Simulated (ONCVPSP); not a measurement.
# An ONCV potential for Sb, from input to tests

Task: generate the file, and judge it by its errors in other configurations, its logarithmic derivatives, its ghosts and its cutoff.

The numbers are computed with ONCVPSP 4.0.1 (PBE, scalar-relativistic, spin-unpolarised reference atom).

## (1) Starting point

Typed settings, in words:

```
element                 : antimony (Sb, Z = 51)
type                    : optimised norm-conserving Vanderbilt (ONCV)
frozen core             : [Ar] 3d10 4s2
valence charge          : 21
reference configuration : 4p6 4d10 5s2 5p3
partial waves           : 5s: rc 1.50 bohr, ncon 3, nbas 6, qcut 4.3 1/bohr, 2 projectors, debl 2.6 Ha; 4p+5p: rc 1.40 bohr, ncon 4, nbas 7, qcut 10.5 1/bohr, 3 projectors, debl 2.6 Ha; 4d: rc 0.90 bohr, ncon 4, nbas 7, qcut 9 1/bohr, 2 projectors, debl 3.7 Ha
local potential         : polynomial inside 0.65 bohr (lpopt 5, dvloc0 0 Ha)
core correction         : not asked for
```

The nodes and maxima of the atom's own shells, from an earlier all-electron run, set the scale for the radii.

All-electron outer shells of the reference configuration (PBE, scalar-relativistic, ld1.x):

| shell | level (eV) | outermost node (bohr) | outermost maximum (bohr) |
| --- | --- | --- | --- |
| 3d | -515.87 | – | 0.24 |
| 4s | -148.83 | 0.39 | 0.73 |
| 4p | -101.79 | 0.39 | 0.76 |
| 4d | -33.51 | 0.38 | 0.84 |
| 5s | -12.83 | 0.95 | 1.90 |
| 5p | -4.83 | 1.04 | 2.35 |

## (2) Generation

The input, Sb.dat:

```
# ATOM AND REFERENCE CONFIGURATION
# atsym  z   nc   nv     iexc    psfile
  Sb 51.00    7    4        4      upf
#
#   n    l    f
    1    0    2.00
    2    0    2.00
    2    1    6.00
    3    0    2.00
    3    1    6.00
    3    2   10.00
    4    0    2.00
    4    1    6.00
    4    2   10.00
    5    0    2.00
    5    1    3.00
#
# PSEUDOPOTENTIAL AND OPTIMIZATION
# lmax
    2
#
#   l,   rc,      ep,       ncon, nbas, qcut
    0    1.50    0.00    3    6    4.30
    1    1.40    0.00    4    7   10.50
    2    0.90    0.00    4    7    9.00
#
# LOCAL POTENTIAL
# lloc, lpopt,  rc(5),   dvloc0
    4    5    0.65    0.00
#
# VANDERBILT-KLEINMAN-BYLANDER PROJECTORs
# l, nproj, debl
    0    2    2.60
    1    3    2.60
    2    2    3.70
#
# MODEL CORE CHARGE
# icmod, fcfact, rcfact
    0    0.00    0.00
#
# LOG DERIVATIVE ANALYSIS
# epsh1, epsh2, depsh
   -5.00    5.00    0.04
#
# OUTPUT GRID
# rlmax, drl
    6.00    0.01
#
# TEST CONFIGURATIONS
# ncnf
    4
# nvcnf
#   n    l    f
    4
    4    1    6.00
    4    2   10.00
    5    0    2.00
    5    1    2.00
#
    4
    4    1    6.00
    4    2   10.00
    5    0    2.00
    5    1    1.00
#
    4
    4    1    6.00
    4    2   10.00
    5    0    2.00
    5    1    0.00
#
    4
    4    1    6.00
    4    2   10.00
    5    0    0.00
    5    1    5.00
#
```

Launch:

```
$ oncvpsp.x < Sb.dat > Sb.out
```

What does the calculation give? Wanted: cutoffs for 1 and 0.1 mHa per electron, occupied waves; bound ghosts; GHOST(+) flags; largest test error; largest phase difference near zero energy, channels read.

As calculated:

```
                                                quantity                          value
  cutoffs for 1 and 0.1 mHa per electron, occupied waves               84 Ha and 194 Ha
                                            bound ghosts                s at -137.16 eV
                                          GHOST(+) flags                     s at 13 eV
                            largest test error (AE − PS)  -34 meV, for 4p6 4d10 5s0 5p5
largest phase difference near zero energy, channels read                      0.001 rad
```

**Reading.** It has a bound ghost (s), a state that the atom doesn't have, and that rules the file out. By total energies transferability is fair: the largest error is 34 meV on 16.4 eV, for 4p6 4d10 5s0 5p5. It counts as very hard, with 84 Ha needed at the looser tolerance. At the looser tolerance the 4d wave is the slowest; 5s needs 41 Ha. Near zero energy the phases of the channels with partial waves agree within 0.001 rad. The pseudo curves have poles with no partner nearby in the atom's: s at -4.86 Ha, s at 0.45 Ha. At positive energy that is a spurious or a displaced resonance. The program also flags highly localised states, GHOST(+) (s). These are tests on the free atom; a crystal test is still owed.
